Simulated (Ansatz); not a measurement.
Born–Oppenheimer molecular dynamics of a periodic cell of 19 atoms, Ba₄Y₂F₁₃ (host Ba2YF7, host structure C2/c, one F atom removed), cell charge +1. It goes on from the last frame of an earlier run, with new velocities.

Level of theory: Ansatz, DFT PBEsol, scalar-relativistic, plane waves, PAW. Settings: cutoff 200 eV, k mesh 2x2x1, fermi-dirac smearing 0.05 eV, no spin polarisation.

| Quantity | Value |
| --- | --- |
| ensemble | NVT, Nosé–Hoover chain |
| time step | 2 fs |
| steps asked | 200 |
| set temperature | 2400 K |
| thermostat | time constant 200 fs, chain length 5 |
| seed | 516264 |

Frames 2 fs apart, positions in Å, forces in eV/Å.

Velocities at 20.0 fs (Å/ps):

```
Ba 0.60 0.61 -0.45
Ba 6.30 0.10 -0.97
Ba -1.55 -2.27 -1.16
Ba -1.53 -0.98 2.86
Y -2.64 0.29 1.34
Y -2.61 -2.34 -7.32
F -0.12 -14.55 7.43
F 16.52 13.95 3.41
F -0.06 19.48 -5.18
F -6.53 10.71 -2.67
F 0.43 11.10 8.37
F 10.69 -18.75 -0.48
F -3.42 -1.85 5.63
F -7.42 2.59 -3.74
F -10.11 0.54 13.91
F 5.90 -4.05 -6.60
F 4.34 4.97 -0.90
F -7.18 -8.95 13.29
F -6.17 12.76 -6.51
```

```xyz
19
Lattice="6.9118 -3.4022 0.0000 6.9118 3.4022 0.0000 -4.7701 0.0000 6.7094" Properties=species:S:1:pos:R:3:forces:R:3 time_fs=20.0 energy_less_start_eV=1.770 T=1643
Ba 7.585 0.106 1.677 0.27 -0.48 0.00
Ba 5.492 0.377 5.005 -0.74 -0.42 0.45
Ba 3.091 0.394 1.939 -0.18 0.20 -0.95
Ba 0.862 -0.030 4.817 -0.29 0.88 0.27
Y 5.463 -3.573 1.548 1.54 2.28 1.34
Y 3.026 3.783 5.147 0.54 -1.70 0.14
F 9.959 -0.623 0.671 2.33 1.36 1.04
F 7.848 -0.207 4.250 1.46 -0.13 0.41
F 7.926 3.268 0.631 -1.35 -2.88 -0.17
F 6.417 1.923 3.239 -0.24 0.68 -1.00
F 5.233 -0.887 2.960 -0.06 0.49 -0.65
F 5.465 1.375 0.675 0.10 -0.92 -0.58
F 3.508 -1.593 6.549 -0.66 1.55 -2.07
F 4.212 3.164 3.271 -0.40 -0.12 -0.35
F 2.962 1.167 5.028 -0.63 -0.09 -0.31
F 2.921 -1.492 3.369 -1.15 -0.58 1.52
F 1.176 -2.098 6.512 -0.87 -0.55 0.75
F 0.495 1.005 2.518 -0.28 -0.38 0.23
F -2.012 -0.649 5.845 0.62 0.81 -0.05
19
Lattice="6.9118 -3.4022 0.0000 6.9118 3.4022 0.0000 -4.7701 0.0000 6.7094" Properties=species:S:1:pos:R:3:forces:R:3 time_fs=22.0 energy_less_start_eV=1.830 T=1618
Ba 7.586 0.108 1.676 0.31 -0.57 -0.04
Ba 5.505 0.377 5.003 -0.84 -0.37 0.55
Ba 3.088 0.389 1.936 -0.23 0.21 -0.96
Ba 0.858 -0.032 4.823 -0.28 0.88 0.32
Y 5.458 -3.572 1.551 1.61 1.68 1.11
Y 3.021 3.778 5.133 0.62 -1.39 0.38
F 9.961 -0.650 0.687 2.41 1.43 0.93
F 7.882 -0.179 4.257 1.31 -0.18 0.30
F 7.924 3.304 0.621 -1.46 -3.30 0.08
F 6.404 1.945 3.233 -0.29 0.53 -0.97
F 5.233 -0.864 2.976 -0.04 0.44 -0.66
F 5.486 1.337 0.673 0.01 -0.30 -0.40
F 3.500 -1.595 6.559 -0.65 1.91 -2.39
F 4.197 3.169 3.264 -0.38 -0.11 -0.31
F 2.941 1.168 5.055 -0.49 -0.08 -0.35
F 2.931 -1.501 3.358 -1.10 -0.57 1.48
F 1.183 -2.089 6.511 -0.95 -0.63 0.80
F 0.480 0.987 2.544 -0.27 -0.26 0.17
F -2.024 -0.622 5.832 0.72 0.66 -0.07
19
Lattice="6.9118 -3.4022 0.0000 6.9118 3.4022 0.0000 -4.7701 0.0000 6.7094" Properties=species:S:1:pos:R:3:forces:R:3 time_fs=24.0 energy_less_start_eV=1.881 T=1598
Ba 7.587 0.109 1.675 0.34 -0.63 -0.09
Ba 5.517 0.377 5.001 -0.94 -0.29 0.70
Ba 3.085 0.385 1.934 -0.28 0.22 -0.96
Ba 0.855 -0.033 4.829 -0.27 0.85 0.38
Y 5.454 -3.570 1.555 1.68 1.17 0.90
Y 3.016 3.772 5.118 0.76 -1.07 0.64
F 9.968 -0.675 0.705 2.43 1.46 0.80
F 7.919 -0.151 4.265 1.03 -0.26 0.15
F 7.920 3.334 0.610 -1.55 -3.64 0.34
F 6.390 1.968 3.224 -0.32 0.39 -0.95
F 5.234 -0.841 2.991 -0.03 0.38 -0.69
F 5.508 1.298 0.671 -0.09 0.23 -0.25
F 3.491 -1.594 6.563 -0.57 2.27 -2.61
F 4.181 3.174 3.255 -0.35 -0.11 -0.27
F 2.919 1.169 5.082 -0.34 -0.07 -0.38
F 2.939 -1.511 3.349 -1.05 -0.54 1.42
F 1.189 -2.081 6.511 -1.04 -0.70 0.85
F 0.465 0.968 2.571 -0.26 -0.15 0.10
F -2.034 -0.595 5.819 0.86 0.50 -0.08
19
Lattice="6.9118 -3.4022 0.0000 6.9118 3.4022 0.0000 -4.7701 0.0000 6.7094" Properties=species:S:1:pos:R:3:forces:R:3 time_fs=26.0 energy_less_start_eV=1.916 T=1583
Ba 7.588 0.109 1.674 0.36 -0.68 -0.16
Ba 5.529 0.377 4.999 -1.03 -0.19 0.87
Ba 3.082 0.380 1.931 -0.33 0.21 -0.96
Ba 0.852 -0.035 4.835 -0.26 0.79 0.44
Y 5.450 -3.567 1.558 1.73 0.78 0.72
Y 3.011 3.766 5.104 1.02 -0.73 0.92
F 9.980 -0.697 0.724 2.38 1.45 0.63
F 7.959 -0.124 4.273 0.56 -0.36 -0.05
F 7.912 3.356 0.600 -1.60 -3.85 0.55
F 6.376 1.992 3.214 -0.31 0.27 -0.91
F 5.235 -0.816 3.004 -0.02 0.29 -0.76
F 5.529 1.259 0.668 -0.20 0.65 -0.13
F 3.482 -1.587 6.562 -0.45 2.52 -2.72
F 4.164 3.179 3.246 -0.29 -0.13 -0.23
F 2.897 1.169 5.108 -0.16 -0.06 -0.40
F 2.946 -1.522 3.343 -0.99 -0.46 1.34
F 1.193 -2.074 6.513 -1.14 -0.77 0.90
F 0.450 0.949 2.599 -0.25 -0.06 0.01
F -2.042 -0.566 5.805 1.01 0.32 -0.09
19
Lattice="6.9118 -3.4022 0.0000 6.9118 3.4022 0.0000 -4.7701 0.0000 6.7094" Properties=species:S:1:pos:R:3:forces:R:3 time_fs=28.0 energy_less_start_eV=1.932 T=1577
Ba 7.590 0.110 1.673 0.37 -0.70 -0.23
Ba 5.541 0.377 4.998 -1.11 -0.07 1.07
Ba 3.079 0.376 1.927 -0.38 0.19 -0.96
Ba 0.849 -0.036 4.841 -0.25 0.70 0.51
Y 5.447 -3.565 1.563 1.75 0.51 0.54
Y 3.007 3.760 5.090 1.42 -0.37 1.25
F 9.997 -0.716 0.745 2.27 1.40 0.46
F 7.999 -0.098 4.281 -0.13 -0.50 -0.30
F 7.902 3.370 0.592 -1.61 -3.85 0.69
F 6.360 2.017 3.202 -0.27 0.16 -0.86
F 5.235 -0.791 3.016 -0.01 0.19 -0.85
F 5.550 1.222 0.665 -0.29 0.95 -0.04
F 3.471 -1.576 6.555 -0.31 2.61 -2.69
F 4.146 3.183 3.237 -0.22 -0.16 -0.20
F 2.874 1.170 5.134 0.03 -0.03 -0.41
F 2.950 -1.534 3.340 -0.94 -0.35 1.24
F 1.194 -2.069 6.518 -1.23 -0.81 0.95
F 0.433 0.930 2.626 -0.25 -0.01 -0.10
F -2.049 -0.536 5.792 1.17 0.14 -0.08
19
Lattice="6.9118 -3.4022 0.0000 6.9118 3.4022 0.0000 -4.7701 0.0000 6.7094" Properties=species:S:1:pos:R:3:forces:R:3 time_fs=30.0 energy_less_start_eV=1.937 T=1576
Ba 7.592 0.111 1.672 0.38 -0.71 -0.30
Ba 5.552 0.377 4.997 -1.15 0.05 1.28
Ba 3.075 0.371 1.924 -0.42 0.18 -0.97
Ba 0.845 -0.037 4.847 -0.24 0.58 0.60
Y 5.445 -3.562 1.567 1.72 0.36 0.34
Y 3.004 3.753 5.077 1.99 0.01 1.65
F 10.018 -0.732 0.766 2.12 1.33 0.29
F 8.039 -0.073 4.289 -1.03 -0.68 -0.62
F 7.887 3.376 0.585 -1.56 -3.65 0.73
F 6.345 2.042 3.188 -0.18 0.05 -0.76
F 5.236 -0.766 3.026 -0.01 0.08 -0.95
F 5.570 1.186 0.662 -0.37 1.12 0.03
F 3.459 -1.559 6.543 -0.18 2.51 -2.54
F 4.129 3.187 3.227 -0.15 -0.21 -0.18
F 2.851 1.170 5.158 0.21 0.03 -0.43
F 2.952 -1.546 3.340 -0.88 -0.20 1.13
F 1.193 -2.066 6.524 -1.32 -0.84 1.00
F 0.416 0.910 2.654 -0.26 0.03 -0.22
F -2.053 -0.507 5.778 1.32 -0.04 -0.05
19
Lattice="6.9118 -3.4022 0.0000 6.9118 3.4022 0.0000 -4.7701 0.0000 6.7094" Properties=species:S:1:pos:R:3:forces:R:3 time_fs=32.0 energy_less_start_eV=1.943 T=1574
Ba 7.593 0.111 1.671 0.40 -0.70 -0.38
Ba 5.563 0.377 4.997 -1.16 0.16 1.47
Ba 3.071 0.367 1.920 -0.45 0.16 -0.99
Ba 0.842 -0.037 4.853 -0.24 0.43 0.69
Y 5.444 -3.559 1.571 1.65 0.33 0.12
Y 3.001 3.746 5.064 2.67 0.39 2.08
F 10.044 -0.746 0.789 1.96 1.26 0.14
F 8.077 -0.049 4.295 -2.06 -0.89 -0.98
F 7.870 3.375 0.579 -1.47 -3.28 0.70
F 6.329 2.067 3.173 -0.07 -0.08 -0.62
F 5.237 -0.740 3.034 -0.01 -0.04 -1.07
F 5.590 1.153 0.659 -0.44 1.21 0.08
F 3.447 -1.537 6.526 -0.06 2.23 -2.29
F 4.111 3.191 3.216 -0.09 -0.28 -0.18
F 2.828 1.171 5.182 0.39 0.11 -0.44
F 2.953 -1.559 3.342 -0.83 -0.03 1.00
F 1.190 -2.064 6.532 -1.38 -0.86 1.05
F 0.399 0.891 2.680 -0.27 0.07 -0.37
F -2.054 -0.477 5.764 1.47 -0.21 -0.01
19
Lattice="6.9118 -3.4022 0.0000 6.9118 3.4022 0.0000 -4.7701 0.0000 6.7094" Properties=species:S:1:pos:R:3:forces:R:3 time_fs=34.0 energy_less_start_eV=1.959 T=1568
Ba 7.595 0.111 1.669 0.41 -0.67 -0.46
Ba 5.574 0.377 4.996 -1.15 0.27 1.64
Ba 3.068 0.363 1.916 -0.47 0.14 -1.00
Ba 0.838 -0.038 4.860 -0.23 0.26 0.80
Y 5.443 -3.556 1.576 1.53 0.39 -0.16
Y 3.000 3.740 5.053 3.38 0.73 2.52
F 10.074 -0.756 0.811 1.80 1.19 0.03
F 8.111 -0.027 4.299 -3.12 -1.08 -1.36
F 7.850 3.367 0.575 -1.35 -2.81 0.61
F 6.312 2.092 3.156 0.07 -0.28 -0.39
F 5.237 -0.715 3.040 -0.01 -0.14 -1.17
F 5.609 1.122 0.656 -0.52 1.23 0.12
F 3.435 -1.511 6.504 0.03 1.84 -1.99
F 4.092 3.194 3.206 -0.04 -0.37 -0.22
F 2.807 1.172 5.204 0.55 0.23 -0.47
F 2.952 -1.572 3.345 -0.80 0.15 0.88
F 1.183 -2.064 6.542 -1.41 -0.86 1.09
F 0.381 0.872 2.706 -0.27 0.15 -0.54
F -2.053 -0.448 5.750 1.59 -0.36 0.05
19
Lattice="6.9118 -3.4022 0.0000 6.9118 3.4022 0.0000 -4.7701 0.0000 6.7094" Properties=species:S:1:pos:R:3:forces:R:3 time_fs=36.0 energy_less_start_eV=1.979 T=1562
Ba 7.597 0.111 1.668 0.43 -0.63 -0.52
Ba 5.585 0.377 4.997 -1.12 0.36 1.77
Ba 3.064 0.359 1.911 -0.47 0.12 -1.00
Ba 0.835 -0.039 4.867 -0.21 0.09 0.92
Y 5.444 -3.552 1.581 1.36 0.53 -0.49
Y 3.000 3.734 5.042 4.01 1.00 2.92
F 10.107 -0.765 0.834 1.67 1.12 -0.03
F 8.139 -0.008 4.300 -4.05 -1.23 -1.70
F 7.827 3.354 0.572 -1.21 -2.32 0.50
F 6.296 2.116 3.139 0.20 -0.57 -0.09
F 5.238 -0.690 3.044 -0.01 -0.24 -1.26
F 5.626 1.094 0.653 -0.60 1.22 0.15
F 3.423 -1.480 6.478 0.10 1.38 -1.69
F 4.074 3.196 3.195 -0.03 -0.47 -0.27
F 2.786 1.173 5.226 0.70 0.37 -0.50
F 2.949 -1.585 3.351 -0.81 0.31 0.75
F 1.174 -2.066 6.555 -1.41 -0.84 1.13
F 0.363 0.853 2.731 -0.26 0.28 -0.71
F -2.048 -0.419 5.736 1.69 -0.48 0.12
19
Lattice="6.9118 -3.4022 0.0000 6.9118 3.4022 0.0000 -4.7701 0.0000 6.7094" Properties=species:S:1:pos:R:3:forces:R:3 time_fs=38.0 energy_less_start_eV=1.981 T=1563
Ba 7.599 0.110 1.667 0.45 -0.58 -0.57
Ba 5.595 0.377 4.997 -1.08 0.43 1.86
Ba 3.060 0.355 1.907 -0.46 0.10 -0.99
Ba 0.831 -0.039 4.874 -0.18 -0.08 1.05
Y 5.444 -3.549 1.585 1.16 0.73 -0.88
Y 3.002 3.728 5.033 4.42 1.18 3.22
F 10.144 -0.771 0.856 1.56 1.07 -0.05
F 8.158 0.010 4.298 -4.71 -1.32 -1.96
F 7.801 3.336 0.570 -1.07 -1.85 0.40
F 6.280 2.139 3.121 0.34 -0.95 0.30
F 5.238 -0.665 3.045 0.01 -0.32 -1.33
F 5.643 1.069 0.651 -0.69 1.18 0.16
F 3.412 -1.447 6.449 0.15 0.91 -1.43
F 4.056 3.197 3.183 -0.03 -0.57 -0.32
F 2.767 1.175 5.247 0.84 0.52 -0.56
F 2.945 -1.597 3.358 -0.83 0.45 0.64
F 1.161 -2.069 6.569 -1.38 -0.79 1.15
F 0.344 0.835 2.755 -0.24 0.46 -0.87
F -2.040 -0.392 5.723 1.76 -0.57 0.17
19
Lattice="6.9118 -3.4022 0.0000 6.9118 3.4022 0.0000 -4.7701 0.0000 6.7094" Properties=species:S:1:pos:R:3:forces:R:3 time_fs=40.0 energy_less_start_eV=1.940 T=1584
Ba 7.601 0.110 1.665 0.46 -0.52 -0.59
Ba 5.605 0.377 4.998 -1.05 0.47 1.90
Ba 3.056 0.351 1.902 -0.42 0.07 -0.96
Ba 0.827 -0.040 4.881 -0.15 -0.23 1.17
Y 5.445 -3.545 1.589 0.94 0.96 -1.30
Y 3.005 3.723 5.025 4.53 1.23 3.39
F 10.184 -0.775 0.879 1.45 1.04 -0.07
F 8.168 0.024 4.292 -5.00 -1.32 -2.08
F 7.774 3.314 0.568 -0.94 -1.45 0.33
F 6.265 2.160 3.104 0.49 -1.41 0.75
F 5.239 -0.641 3.043 0.02 -0.37 -1.36
F 5.658 1.045 0.649 -0.79 1.12 0.16
F 3.400 -1.413 6.417 0.15 0.46 -1.23
F 4.037 3.198 3.171 -0.05 -0.66 -0.35
F 2.750 1.178 5.266 0.96 0.68 -0.63
F 2.939 -1.608 3.367 -0.88 0.56 0.53
F 1.146 -2.074 6.587 -1.33 -0.73 1.14
F 0.324 0.818 2.776 -0.19 0.70 -1.01
F -2.028 -0.366 5.710 1.80 -0.61 0.20
19
Lattice="6.9118 -3.4022 0.0000 6.9118 3.4022 0.0000 -4.7701 0.0000 6.7094" Properties=species:S:1:pos:R:3:forces:R:3 time_fs=42.0 energy_less_start_eV=1.835 T=1631
Ba 7.604 0.109 1.663 0.46 -0.45 -0.60
Ba 5.614 0.378 5.000 -1.02 0.50 1.89
Ba 3.052 0.347 1.897 -0.37 0.05 -0.92
Ba 0.824 -0.041 4.889 -0.12 -0.36 1.27
Y 5.447 -3.541 1.592 0.73 1.18 -1.70
Y 3.011 3.718 5.019 4.29 1.18 3.38
F 10.227 -0.777 0.901 1.35 1.01 -0.10
F 8.168 0.036 4.282 -4.88 -1.26 -2.03
F 7.744 3.289 0.568 -0.83 -1.14 0.30
F 6.251 2.179 3.088 0.63 -1.90 1.24
F 5.239 -0.618 3.039 0.04 -0.41 -1.35
F 5.671 1.024 0.647 -0.88 1.05 0.14
F 3.389 -1.377 6.382 0.11 0.07 -1.11
F 4.018 3.196 3.158 -0.08 -0.73 -0.30
F 2.734 1.183 5.285 1.06 0.84 -0.73
F 2.931 -1.618 3.376 -0.92 0.65 0.42
F 1.129 -2.080 6.606 -1.26 -0.63 1.10
F 0.304 0.802 2.796 -0.13 0.96 -1.13
F -2.013 -0.341 5.697 1.81 -0.62 0.20
```

Of the whole run (400 fs, mean temperature of the second half 2210 K): The conserved energy stayed within 0.62 meV per atom of its start (net change 0.5 meV per atom), so the integration is sound. A run of 0.4 ps of so small a system gives no equilibrium averages. The plane-wave cutoff is below what these datasets need, so energies and pressures aren't converged. Limits of this set-up: coarse k mesh, charged cell in a uniform background, uncorrected.

Run time: 7.4 min on 1 thread of Arm Neoverse V1, on a shared host, peak memory 0.44 GiB.
